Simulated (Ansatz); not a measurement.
# ClF4HTi: the cost of one run

All numbers below are computed with Ansatz 0.2.0 (RKS PBE0/def2-SVP).

### 1 The system as given

Bond lengths: Ti1–F2 2.180 Å, Ti1–F3 1.830 Å, Ti1–F4 1.829 Å, Ti1–F5 1.829 Å, Ti1–Cl6 2.670 Å. Angles: F2–Ti1–F3 109.4°, F2–Ti1–F4 109.5°, F2–Ti1–F5 109.5°, F2–Ti1–Cl6 71.6°, F3–Ti1–F4 109.5°, F3–Ti1–F5 109.5°, F3–Ti1–Cl6 178.9°, F4–Ti1–F5 109.5°, F4–Ti1–Cl6 70.0°, F5–Ti1–Cl6 70.0°.

As a file:

```xyz
7

Ti    0.0000    0.0000    0.0000
F     0.0000    0.0000    2.1800
F     1.7257    0.0000   -0.6094
F    -0.8619    1.4933   -0.6094
F    -0.8619   -1.4933   -0.6094
Cl   -2.5338    0.0000    0.8419
H    -1.2550    0.0000    2.0249
```

### 2 Pulling towards end A

Springs on the bonds that form and break draw the guess towards this end; the thresholds are loose.

Contents of input.yaml:

```yaml
crystal:
  periodic: [false, false, false]
  atoms:
    - { symbol: Ti, position_ang: [0.0, 0.0, 0.0] }
    - { symbol: F, position_ang: [0.0, 0.0, 2.18] }
    - { symbol: F, position_ang: [1.7257, 0.0, -0.6094] }
    - { symbol: F, position_ang: [-0.8619, 1.4933, -0.6094] }
    - { symbol: F, position_ang: [-0.8619, -1.4933, -0.6094] }
    - { symbol: Cl, position_ang: [-2.5338, 0.0, 0.8419] }
    - { symbol: H, position_ang: [-1.255, 0.0, 2.0249] }
basis:
  gaussian: { orbitals: def2-SVP }
hamiltonian:
  xc: pbe0
relax:
  f_tol: 0.15
  max_steps: 25
  restrain:
    - { distance: [0, 5], at: 3.57, k: 30.0 }
    - { distance: [6, 1], at: 2.12, k: 30.0 }
    - { distance: [0, 1], at: 1.83, k: 30.0 }
    - { distance: [6, 5], at: 1.37, k: 30.0 }
output:
  orbitals: {}
```

Command:

```sh
$ ansatz run input.yaml --threads 4 --pin off --max-ram 5120MiB --backend cpu --events-out ev --progress --plain --runs-dir out
```

Q: Estimate wall time and peak memory on 4 threads of Arm Neoverse V1, shared host.

About 21 s, with a peak of 0.29 GiB.
